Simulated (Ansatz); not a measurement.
# FH₄NSn (SMILES [NH2][SnH2][F]): single points off equilibrium

A test off equilibrium: a structure displaced at random from a GFN2-xTB minimum is computed at several levels, and each is set against CCSD(T).

Program: Ansatz 0.2.0, Gaussian basis. Level of theory: single points in def2-TZVPP. These are calculated values, not measurements.

Cores are frozen in the correlated methods. Filled d shells of the heavier atoms are correlated. Core potentials replace the inner electrons past krypton, and spin-orbit coupling is left out.

## 1. Starting geometry

SMILES `[NH2][SnH2][F]`, 7 atoms, charge 0, spin multiplicity 1.

Atoms are counted from 1 here; the program's logs count them from 0.

Bond lengths: N1–Sn2 1.896 Å, N1–H4 0.965 Å, N1–H5 0.986 Å, Sn2–F3 1.944 Å, Sn2–H6 1.715 Å, Sn2–H7 1.693 Å. Angles: Sn2–N1–H4 125.8°, Sn2–N1–H5 113.2°, H4–N1–H5 103.0°, N1–Sn2–F3 99.4°, N1–Sn2–H6 110.1°, N1–Sn2–H7 123.4°, F3–Sn2–H6 105.8°, F3–Sn2–H7 104.4°, H6–Sn2–H7 111.4°.

As a file:

```
atom    x (Å)    y (Å)    z (Å)
  N1  -0.8871   0.2947  -0.7843
 Sn2   0.4822   0.0490   0.5046
  F3   0.2744  -1.8561   0.8294
  H4  -0.9768   1.0529  -1.3737
  H5  -0.9892  -0.4734  -1.3936
  H6   0.0529   0.8217   1.9742
  H7   2.1300   0.2398   0.1637
```

## 2. CCSD(T)/def2-TZVPP

The input, run/in.yaml:

```yaml
crystal:
  periodic: [false, false, false]
  atoms:
    - {symbol: N, position_ang: [-0.887100, 0.294700, -0.784300]}
    - {symbol: Sn, position_ang: [0.482200, 0.049000, 0.504600]}
    - {symbol: F, position_ang: [0.274400, -1.856100, 0.829400]}
    - {symbol: H, position_ang: [-0.976800, 1.052900, -1.373700]}
    - {symbol: H, position_ang: [-0.989200, -0.473400, -1.393600]}
    - {symbol: H, position_ang: [0.052900, 0.821700, 1.974200]}
    - {symbol: H, position_ang: [2.130000, 0.239800, 0.163700]}
basis:
  gaussian: {orbitals: def2-TZVPP}
correlation: {method: ccsd_t}
output: {forces: true}
```

No record of the launch command was kept for these runs.

## 3. PBE0-D4/def2-TZVPP

run/in.yaml: that of step 2 with these lines changed.

```diff
@@ -12,3 +12,3 @@
   gaussian: {orbitals: def2-TZVPP}
-correlation: {method: ccsd_t}
-output: {forces: true}
+hamiltonian: {xc: pbe0, dispersion: d4}
+output: {forces: true, orbitals: {seedname: orbitals}}
```

## 4. wB97M-V/def2-TZVPP

run/in.yaml: that of step 3 with these lines changed.

```diff
@@ -12,3 +12,3 @@
   gaussian: {orbitals: def2-TZVPP}
-hamiltonian: {xc: pbe0, dispersion: d4}
-output: {forces: true, orbitals: {seedname: orbitals}}
+hamiltonian: {xc: {name: wB97M-V}}
+output: {forces: true}
```

## 5. r2SCAN-D4/def2-TZVPP

run/in.yaml: that of step 4 with these lines changed.

```diff
@@ -12,3 +12,3 @@
   gaussian: {orbitals: def2-TZVPP}
-hamiltonian: {xc: {name: wB97M-V}}
+hamiltonian: {xc: r2scan, dispersion: d4}
 output: {forces: true}
```

## 6. PBE-D4/def2-TZVPP

run/in.yaml: that of step 5 with these lines changed.

```diff
@@ -12,3 +12,3 @@
   gaussian: {orbitals: def2-TZVPP}
-hamiltonian: {xc: r2scan, dispersion: d4}
+hamiltonian: {xc: pbe, dispersion: d4}
 output: {forces: true}
```

## 7. LC-wPBE/def2-TZVPP

run/in.yaml: that of step 6 with these lines changed.

```diff
@@ -12,3 +12,3 @@
   gaussian: {orbitals: def2-TZVPP}
-hamiltonian: {xc: pbe, dispersion: d4}
+hamiltonian: {xc: {name: LC-wPBE}}
 output: {forces: true}
```

## 8. CAM-B3LYP-D4/def2-TZVPP

run/in.yaml: that of step 7 with these lines changed.

```diff
@@ -12,3 +12,3 @@
   gaussian: {orbitals: def2-TZVPP}
-hamiltonian: {xc: {name: LC-wPBE}}
+hamiltonian: {xc: {name: CAM-B3LYP}, dispersion: d4}
 output: {forces: true}
```

(Steps that only read results are left out.)

Before running it: what results should come out? Wanted: energy less free atoms, CCSD(T)/def2-TZVPP; RMS force component; RMS force error; HOMO and LUMO, PBE0-D4; T1 diagnostic.

As calculated:

```
                                  quantity                                                                                                value
energy less free atoms, CCSD(T)/def2-TZVPP                                                                                      -464.1 kcal/mol
                       RMS force component                                                                 0.948 to 1.076 eV/Å over the methods
                           RMS force error  PBE0-D4 0.079, wB97M-V 0.065, r2SCAN-D4 0.085, PBE-D4 0.254, LC-wPBE 0.105, CAM-B3LYP-D4 0.074 eV/Å
                    HOMO and LUMO, PBE0-D4                                                                                   -7.79 and -0.51 eV
                             T1 diagnostic                                                                                                0.013
```

Against CCSD(T) the functionals' energies less atoms differ by -16.5 to -4.4 kcal/mol, PBE-D4 by -16.2 kcal/mol. The reference is not at the basis limit: in triple zeta CCSD(T) underbinds, which counts against methods that bind more; the gaps are no ranking. For forces wB97M-V does best and PBE-D4 worst. Frozen-core CCSD(T) forces in triple zeta carry basis errors of their own, and this is one geometry, so small gaps rank nothing.
